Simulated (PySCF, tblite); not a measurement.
# C₃H₁₅BO₂Si₃: geometry, infrared bands and NMR shifts

What infrared bands and NMR shifts should C₃H₁₅BO₂Si₃ (`COB(OC)C([SiH3])([SiH3])[SiH3]`) show?

Programs: tblite 0.8.0 and PySCF 2.14.0, with density-fitted response routines of our own. Each step states its level of theory. These are calculated values for one molecule in the gas phase, unless marked as measured. Atoms are numbered from 0 throughout.

**1. Starting geometry**

24 atoms, charge 0, multiplicity 1; geometry from: force field or distance geometry start.

Bonds of the start (Å): C0–O1 1.41, O1–B2 1.48, B2–O3 1.46, O3–C4 1.41, B2–C5 1.62, C5–Si6 1.87, C5–Si7 1.86, C5–Si8 1.87, C0–H9 1.12, C0–H10 1.11, C0–H11 1.11, C4–H12 1.11, C4–H13 1.10, C4–H14 1.11, Si6–H15 1.48, Si6–H16 1.47, Si6–H17 1.47, Si7–H18 1.47, Si7–H19 1.47, Si7–H20 1.48, Si8–H21 1.48, Si8–H22 1.49, Si8–H23 1.47.

**2. Geometry optimisation with GFN2-xTB**

Job settings and geometry (Å):

```
{"job": {"kind": "relax", "xc": "GFN2-xTB", "basis": "xTB"}, "charge": 0, "multiplicity": 1}
C      2.089300     1.674500    -1.068100
O      1.435400     0.445200    -1.286100
B      0.782300     0.019600    -0.023000
O      1.590200    -0.559600     1.043900
C      1.844500    -1.918800     0.750100
C     -0.838400     0.069100     0.083000
Si    -1.435100    -0.455500     1.779100
Si    -1.565100    -1.075200    -1.188400
Si    -1.469000     1.796600    -0.230300
H      1.359400     2.482200    -0.792900
H      2.566200     1.980000    -2.017100
H      2.878400     1.592400    -0.295700
H      2.440000    -2.013800    -0.181500
H      2.450500    -2.357600     1.562300
H      0.903800    -2.503100     0.670900
H     -0.843300     0.413100     2.819900
H     -1.057100    -1.850600     2.052400
H     -2.902300    -0.351800     1.842800
H     -1.119800    -2.454000    -0.940400
H     -1.140700    -0.660000    -2.530600
H     -3.042300    -1.025000    -1.107700
H     -2.940000     1.819400    -0.100700
H     -0.882000     2.736900     0.758900
H     -1.116500     2.215500    -1.593000
```

On the command line:

```
$ OMP_NUM_THREADS=1 python probes_run.py task.json out
```

One launch serves the whole session: the jobs run in the order shown.

**Question.** This job is followed by: GFN2-xTB harmonic vibrations, gas phase; GIAO PBE0/pcSseg-1 NMR shielding, non-relativistic, gas phase. What will the session give for the following? strongest single infrared mode (GFN2-xTB); zero-point energy (GFN2-xTB); ¹³C shifts against TMS (PBE0/pcSseg-1, means over atoms taken as alike); ¹H shifts against TMS (PBE0/pcSseg-1, means over atoms taken as alike); ¹⁷O shifts against H2O (PBE0/pcSseg-1, means over atoms taken as alike); ¹¹B shifts against BF3·OEt2 (PBE0/pcSseg-1); ²⁹Si shifts against TMS (PBE0/pcSseg-1, means over atoms taken as alike); surface potential, 1st and 99th percentile.

The runs gave:

| quantity | value |
| --- | --- |
| strongest single infrared mode (GFN2-xTB) | 2188 cm⁻¹, 676 km/mol |
| zero-point energy (GFN2-xTB) | 103.9 kcal/mol |
| ¹³C shifts against TMS (PBE0/pcSseg-1, means over atoms taken as alike) | 54.7, -17.6 ppm |
| ¹H shifts against TMS (PBE0/pcSseg-1, means over atoms taken as alike) | 4.11, 3.94 ppm |
| ¹⁷O shifts against H2O (PBE0/pcSseg-1, means over atoms taken as alike) | 115.3 ppm |
| ¹¹B shifts against BF3·OEt2 (PBE0/pcSseg-1) | 26.8 ppm |
| ²⁹Si shifts against TMS (PBE0/pcSseg-1, means over atoms taken as alike) | -71.0 ppm |
| surface potential, 1st and 99th percentile | -0.65 V and 0.95 V |

In words: The optimisation took 136 steps and gained 1.375 eV; among the close pairs (by a distance rule), O1–B2 changed most, from 1.484 to 1.364 Å. The lowest mode is imaginary (24i cm⁻¹), so the xTB geometry is not a minimum. The strongest single mode, at 2188 cm⁻¹, moves mainly H16. GFN2-xTB is a fitted tight-binding method: band positions and strengths are rough. Its intensities can rank the bands wrongly. The most deshielded carbon is C0, C4 (mean) (methyl carbon bonded to O), at 54.7 ppm: pulled downfield by the heteroatom. At PBE0/pcSseg-1: The widest tensor belongs to O1, O3: span 230 ppm, with a paramagnetic part of -180 ppm.
